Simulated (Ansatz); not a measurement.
**SnCl₃ radical: up Jacob's ladder to CCSD(T)**

One table from this session's results is given with a row withheld; the runs are named, their logs left out.

Method: functionals in def2-TZVPP, the program's frozen cores in correlated methods; program: Ansatz 0.2.0, Gaussian basis.

The runs, in order: LDA (SPW92), PBE-D4, revPBE-D4, BLYP-D4, r2SCAN-D4, B97M-V, PBE0-D4, B3LYP-D4, r2SCANh-D4, r2SCAN0-D4, HSE06-D4, BHLYP-D4, CAM-B3LYP-D4, LC-ωPBE, ωB97X-V, ωB97M-V, B2PLYP, PBE-QIDH; CCSD(T)/def2-SVP; CCSD(T)/def2-TZVPP; MP2/def2-QZVPP; extrapolation to the limit; RPA on PBE.

**The geometry**

All runs share one geometry, relaxed beforehand with PBE0-D4 in a triple-zeta def2 set. Sn takes the def2 core potential; no spin-orbit term is included.

SMILES `[Cl][Sn]([Cl])[Cl]`, 4 atoms, charge 0, spin multiplicity 2.

Atoms are counted from 1 here; the program's logs count them from 0.

Bond lengths: Cl1–Sn2 2.330 Å, Sn2–Cl3 2.330 Å, Sn2–Cl4 2.330 Å. Angles: Cl1–Sn2–Cl3 107.6°, Cl1–Sn2–Cl4 107.6°, Cl3–Sn2–Cl4 107.6°.

Coordinates:

```xyz
4
Cl3Sn
Cl    0.6762    0.5239    2.0034
Sn   -0.5893   -0.1212    0.1557
Cl    0.3942   -2.0342   -0.7411
Cl   -0.4255    1.5710   -1.4382
```

Set-up of the first run:

in.yaml

```yaml
crystal:
  periodic: [false, false, false]
  atoms:
    - {symbol: Cl, position_ang: [0.676192, 0.523871, 2.003353]}
    - {symbol: Sn, position_ang: [-0.589300, -0.121156, 0.155743]}
    - {symbol: Cl, position_ang: [0.394214, -2.034164, -0.741059]}
    - {symbol: Cl, position_ang: [-0.425508, 1.571049, -1.438236]}
basis:
  gaussian: {orbitals: def2-TZVPP}
magnetization: {spin_polarized: true, initial_magnetization: 1}
hamiltonian: {xc: lda}
output: {orbitals: {seedname: orbitals}}
```

Steps of the session up to this table: LDA; PBE-D4 (GGA); revPBE-D4 (GGA); BLYP-D4 (GGA); r2SCAN-D4 (meta-GGA); B97M-V (meta-GGA); PBE0-D4 (hybrid); B3LYP-D4 (hybrid); r2SCANh-D4 (hybrid); r2SCAN0-D4 (hybrid); HSE06-D4 (hybrid); BHLYP-D4 (hybrid); CAM-B3LYP-D4 (range-separated); LC-ωPBE-D4 (range-separated; the results give it without D4); ωB97X-V (range-separated); ωB97M-V (range-separated); B2PLYP (double hybrid); PBE-QIDH (double hybrid).

One of the session's tables, all rows but one given; the rest of the session is left out.

It belongs to the step «Orbital energies across the functionals». 

| functional | HOMO (eV) | LUMO (eV) | gap (eV) |
| --- | --- | --- | --- |
| LDA (SPW92) | -6.72 | -6.16 | 0.55 |
| PBE-D4 | -6.59 | -5.82 | 0.77 |
| revPBE-D4 | -6.54 | -5.70 | 0.85 |
| BLYP-D4 | -6.41 | -5.78 | 0.63 |
| r2SCAN-D4 | -7.00 | -5.66 | 1.34 |
| B97M-V | -6.80 | -5.89 | 0.91 |
| PBE0-D4 | -7.73 | -5.07 | 2.66 |
| B3LYP-D4 | -7.48 | -5.39 | 2.08 |
| r2SCANh-D4 | -7.41 | -5.37 | 2.05 |
| r2SCAN0-D4 | ? | ? | ? |
| HSE06-D4 | -7.34 | -5.43 | 1.91 |
| BHLYP-D4 | -8.69 | -4.30 | 4.39 |
| CAM-B3LYP-D4 | -8.93 | -4.21 | 4.71 |
| LC-ωPBE | -10.25 | -2.92 | 7.33 |
| ωB97X-V | -9.81 | -3.24 | 6.57 |
| ωB97M-V | -9.70 | -3.30 | 6.40 |

Estimate the missing values for r2SCAN0-D4.

Worked estimate for «HOMO (eV)». Against the share of exact exchange, r2SCAN-D4 (0, -7.00), r2SCANh-D4 (0.1, -7.41) give a slope of -4.10 per unit share; at 0.25 the line stands at -8.02.

The run gave: HOMO (eV): -8.03; LUMO (eV): -4.92; gap (eV): 3.11. In «HOMO (eV)» the line misses by +0.01.
